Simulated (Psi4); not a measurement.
# triplet SiHBrO at 3 levels

We compute a comparison of 3 runs (U-wB97X-V/aug-cc-pVDZ, UDSD-PBEP86/aug-cc-pVDZ, UMP3/aug-cc-pVDZ) of triplet SiHBrO. 

The results are computed with Psi4 1.11.

## (1) The system as given

The species is SiHBrO (4 atoms), meant as a triplet with charge 0. As SMILES of the parent species, `O[Si]Br`. Geometry: relaxed at PBE0-D4/def2-TZVP. That shape belongs to the parent species and isn't relaxed for this state.

Bond lengths: O1–Si2 1.636 Å, Si2–Br3 2.289 Å, O1–H4 0.963 Å. Angles: O1–Si2–Br3 101.2°, Si2–O1–H4 120.7°.

## (2) A single-point energy at U-wB97X-V/aug-cc-pVDZ (run 1)

input.dat

```
memory 1.6 GB

molecule {
  0 3
  O
  Si 1 r2
  Br 2 r3 1 a3
  H 1 r4 2 a4 3 d4

  r2 = 1.635526
  r3 = 2.28935
  a3 = 101.23745
  r4 = 0.962708
  a4 = 120.67058
  d4 = 0.01005
  units angstrom
  symmetry c1
  no_reorient
  no_com
}

set globals {
  basis                aug-cc-pVDZ
  reference            uks
  puream               true
  e_convergence        1e-09
  d_convergence        1e-08
  scf_type             pk
  dft_radial_points    99
  dft_spherical_points 590
  maxiter              200
}

e_tot, wfn = energy('wb97x-v', return_wfn=True)
```

Started as:

```console
$ psi4 -i input.dat -o output.dat -n 1
```

output.dat:

```text
[...]
  Running in c1 symmetry.
[...]
  Nuclear repulsion =  211.840037672564478
[...]
  Multiplicity = 3
[...]
  Nalpha       = 30
  Nbeta        = 28
[...]
    Number of basis functions: 95
[...]
   @UKS iter   1: -2938.84666474752066   -1.64729e+00   8.81486e-03 DIIS/ADIIS
[...]
   @UKS iter  15: -2939.10073879944184    2.27374e-12   5.23223e-09 DIIS
[...]
   @S^2 Observed:                2.004125764E+00
[...]
    Orbital Energies [Eh]
    ---------------------
    Alpha Occupied:
       1A   -482.693704     2A    -66.243364     3A    -62.571655
       4A    -56.378520     5A    -56.375293     6A    -56.375225
       7A    -19.262611     8A     -8.827113     9A     -6.656823
      10A     -6.645830    11A     -6.645220    12A     -5.474504
      13A     -3.827247    14A     -3.824780    15A     -3.824030
      16A     -2.774402    17A     -2.771645    18A     -2.771103
      19A     -2.762693    20A     -2.762689    21A     -1.167744
      22A     -0.918811    23A     -0.705730    24A     -0.579836
      25A     -0.500967    26A     -0.497455    27A     -0.423806
      28A     -0.421411    29A     -0.407307    30A     -0.257775
    Alpha Virtual:
[...]
  @UKS Final Energy: -2939.10073879944184
   => Energetics <=
    Nuclear Repulsion Energy =            211.8400376725644776
    One-Electron Energy =               -4508.4961659861382941
    Two-Electron Energy =                1450.8019276835698292
    DFT Exchange-Correlation Energy =     -93.4876198214807914
    Empirical Dispersion Energy =           0.0000000000000000
    VV10 Nonlocal Energy =                  0.2410816520424185
    Total Energy =                      -2939.1007387994418423
[...]
 Multipole Moments:
 ------------------------------------------------------------------------------------
     Multipole            Electronic (a.u.)      Nuclear  (a.u.)        Total (a.u.)
 ------------------------------------------------------------------------------------
 L = 1.  Multiply by 2.5417464519 to convert [e a0] to [Debye]
 Dipole X            :          0.0000738           -0.0001450           -0.0000712
 Dipole Y            :         -7.3307296            7.4216220            0.0908923
 Dipole Z            :          5.1662088           -5.3450119           -0.1788032
 Magnitude           :                                                    0.2005791
[...]
```

Wall time 91 s (1 thread of Intel Xeon Platinum 8375C at 2.90GHz (Ice Lake), shared host); peak memory 0.95 GiB.

## (3) A single-point energy at UDSD-PBEP86/aug-cc-pVDZ (density fitting for correlation) (run 2)

brhosi.xyz

```xyz
4
BrHOSi
O     -0.885200     0.465100    -0.454500
Si    -0.590500    -0.799600     0.539800
Br     1.692600    -0.725200     0.691600
H     -0.161400     0.999400    -0.797200
```

run.py

```python
import psi4

psi4.set_memory('1600 MB')
psi4.set_num_threads(1)
psi4.core.set_output_file('psi4.out', False)

with open('brhosi.xyz') as f:
    atoms = ''.join(f.readlines()[2:])
geom = psi4.geometry('0 3\n' + atoms + 'symmetry c1\nno_reorient\nno_com')

psi4.set_options({
    'reference': 'uks',
    'puream': True,
    'e_convergence': 1e-09,
    'd_convergence': 1e-08,
    'scf_type': 'pk',
    'dft_radial_points': 99,
    'dft_spherical_points': 590,
    'num_frozen_docc': 15,
    'maxiter': 200,
})

result, w = psi4.energy('dsd-pbep86/aug-cc-pVDZ', molecule=geom, return_wfn=True)
print(f'dsd-pbep86/aug-cc-pVDZ energy: {result:.10f} Eh')
```

Started as:

```console
$ python run.py
```

psi4.out:

```text
[...]
  Running in c1 symmetry.
[...]
  Nuclear repulsion =  211.840014137076111
[...]
  Multiplicity = 3
[...]
  Nalpha       = 30
  Nbeta        = 28
[...]
    Number of basis functions: 95
[...]
   @UKS iter   1: -2937.66051024317494   -1.85516e+00   8.06546e-03 DIIS/ADIIS
[...]
   @UKS iter  14: -2937.88227244782138   -9.54969e-12   5.84113e-09 DIIS
[...]
   @S^2 Observed:                2.005674046E+00
[...]
    Orbital Energies [Eh]
    ---------------------
    Alpha Occupied:
       1A   -487.569857     2A    -67.952327     3A    -64.281637
       4A    -57.791617     5A    -57.789395     6A    -57.789263
       7A    -20.098762     8A     -9.473922     9A     -7.160076
      10A     -7.150800    11A     -7.150689    12A     -5.930883
      13A     -4.123514    14A     -4.120958    15A     -4.117225
      16A     -3.023984    17A     -3.021234    18A     -3.020912
      19A     -3.012872    20A     -3.012848    21A     -1.265470
      22A     -0.950477    23A     -0.721430    24A     -0.585392
      25A     -0.516927    26A     -0.503294    27A     -0.413699
      28A     -0.409898    29A     -0.393517    30A     -0.250642
    Alpha Virtual:
[...]
  @UKS Final Energy: -2937.88227244782138
   => Energetics <=
    Nuclear Repulsion Energy =            211.8400141370761105
    One-Electron Energy =               -4509.0758700484766450
    Two-Electron Energy =                1393.6817417136096537
    DFT Exchange-Correlation Energy =     -34.3281582500301496
    Empirical Dispersion Energy =           0.0000000000000000
    VV10 Nonlocal Energy =                  0.0000000000000000
    Total Energy =                      -2937.8822724478213786
[...]
 Multipole Moments:
 ------------------------------------------------------------------------------------
     Multipole            Electronic (a.u.)      Nuclear  (a.u.)        Total (a.u.)
 ------------------------------------------------------------------------------------
 L = 1.  Multiply by 2.5417464519 to convert [e a0] to [Debye]
 Dipole X            :        -82.8573290           82.6396132           -0.2177158
 Dipole Y            :         60.2713120          -60.1994934            0.0718186
 Dipole Z            :        -51.7211481           51.6462150           -0.0749331
 Magnitude           :                                                    0.2411909
[...]
```

Standard output:

```text
dsd-pbep86/aug-cc-pVDZ energy: -2938.0919076598 Eh
```

It took 36 s on 1 thread of Intel Xeon Platinum 8375C at 2.90GHz (Ice Lake), shared host; peak memory 0.88 GiB.

## (4) The energy at UMP3/aug-cc-pVDZ (run 3)

brhosi.inp

```
memory 1600 MB

molecule geom {
  0 3
  O
  Si 1 1.635526
  Br 2 2.28935 1 101.23745
  H 1 0.962708 2 120.67058 3 0.01005
  units angstrom
  symmetry c1
}

set basis aug-cc-pVDZ
set reference uhf
set puream true
set e_convergence 1e-09
set d_convergence 1e-08
set scf_type pk
set num_frozen_docc 15
set maxiter 200
set mp_type conv

e, wfn = energy("mp3", return_wfn=True)
```

Started as:

```console
$ psi4 brhosi.inp brhosi.out -n 1
```

brhosi.out:

```text
[...]
  Running in c1 symmetry.
[...]
  Nuclear repulsion =  211.840037672564478
[...]
  Multiplicity = 3
[...]
  Nalpha       = 30
  Nbeta        = 28
[...]
    Number of basis functions: 95
[...]
   @UHF iter   1: -2936.56960729138518   -2.08726e+00   7.37228e-03 ADIIS/DIIS
[...]
   @UHF iter  15: -2936.76836376293022   -4.54747e-12   6.94309e-09 DIIS
[...]
   @S^2 Observed:                2.006346102E+00
[...]
    Orbital Energies [Eh]
    ---------------------
    Alpha Occupied:
       1A   -490.073301     2A    -68.886487     3A    -65.209558
       4A    -58.566918     5A    -58.565258     6A    -58.565054
       7A    -20.592941     8A     -9.860976     9A     -7.474091
      10A     -7.465879    11A     -7.465794    12A     -6.227613
      13A     -4.337896    14A     -4.332977    15A     -4.328151
      16A     -3.208967    17A     -3.206224    18A     -3.205989
      19A     -3.198202    20A     -3.198162    21A     -1.377966
      22A     -1.025149    23A     -0.783552    24A     -0.641560
      25A     -0.578777    26A     -0.557748    27A     -0.452552
      28A     -0.448120    29A     -0.429078    30A     -0.289482
    Alpha Virtual:
[...]
  @UHF Final Energy: -2936.76836376293022
   => Energetics <=
    Nuclear Repulsion Energy =            211.8400376725644776
    One-Electron Energy =               -4509.2058153818088613
    Two-Electron Energy =                1360.5974139463137362
    Total Energy =                      -2936.7683637629302211
  UHF NO Occupations:
  HONO-2 :   28  A 1.9980548
  HONO-1 :   29  A 1.0000000
[...]
 Multipole Moments:
 ------------------------------------------------------------------------------------
     Multipole            Electronic (a.u.)      Nuclear  (a.u.)        Total (a.u.)
 ------------------------------------------------------------------------------------
 L = 1.  Multiply by 2.5417464519 to convert [e a0] to [Debye]
 Dipole X            :          0.0000648           -0.0001450           -0.0000801
 Dipole Y            :         -7.1603598            7.4216220            0.2612622
 Dipole Z            :          5.2217712           -5.3450119           -0.1232407
 Magnitude           :                                                    0.2888706
[...]
	SCS-MP2 Total Energy (a.u.)        : -2937.14788539778056
	SOS-MP2 Total Energy (a.u.)        : -2937.13853661286976
[...]
	SOS-PI-MP2 Total Energy (a.u.)     : -2937.16701144748049
[...]
	MP2 Total Energy (a.u.)            : -2937.16658296760261
[...]
	SCS-MP3 Total Energy (a.u.)        : -2937.15139840587108
[...]
	MP3 Total Energy (a.u.)            : -2937.18063499996470
[...]
```

Run time: 39 s. Hardware: 1 thread of Intel Xeon Platinum 8375C at 2.90GHz (Ice Lake), shared host; peak memory 0.68 GiB.

## (5) The series

```
run                                                      level  frozen core orbitals  fitting correlation   energy (Eh)  HOMO energy (eV)  LUMO energy (eV)   ⟨S²⟩  wall time
  1                                      U-wB97X-V/aug-cc-pVDZ                     0                    –  -2939.100739             -7.01             -3.28  2.004       91 s
  2  UDSD-PBEP86/aug-cc-pVDZ (density fitting for correlation)                    15      density fitting  -2938.091908             -6.82             -2.69  2.006       36 s
  3                                           UMP3/aug-cc-pVDZ                    15                 none  -2937.180635             -7.88             -1.00  2.006       39 s
```

## (6) What came out

| quantity | value |
| --- | --- |
| run 3: total energy | -2937.18063 Eh |
| run 3: HOMO energy (Hartree–Fock orbitals) (highest over α and β) | -7.88 eV |
| run 3: LUMO energy (Hartree–Fock orbitals) (lowest over α and β) | -1.00 eV |
| run 3: correlation energy (15 core orbitals frozen) | -412.3 mEh |
| run 3: ⟨S²⟩ of the reference determinant | 2.006 |

Totals of different functionals can't be ranked against each other. All runs together took 2.8 min, the longest 91 s.
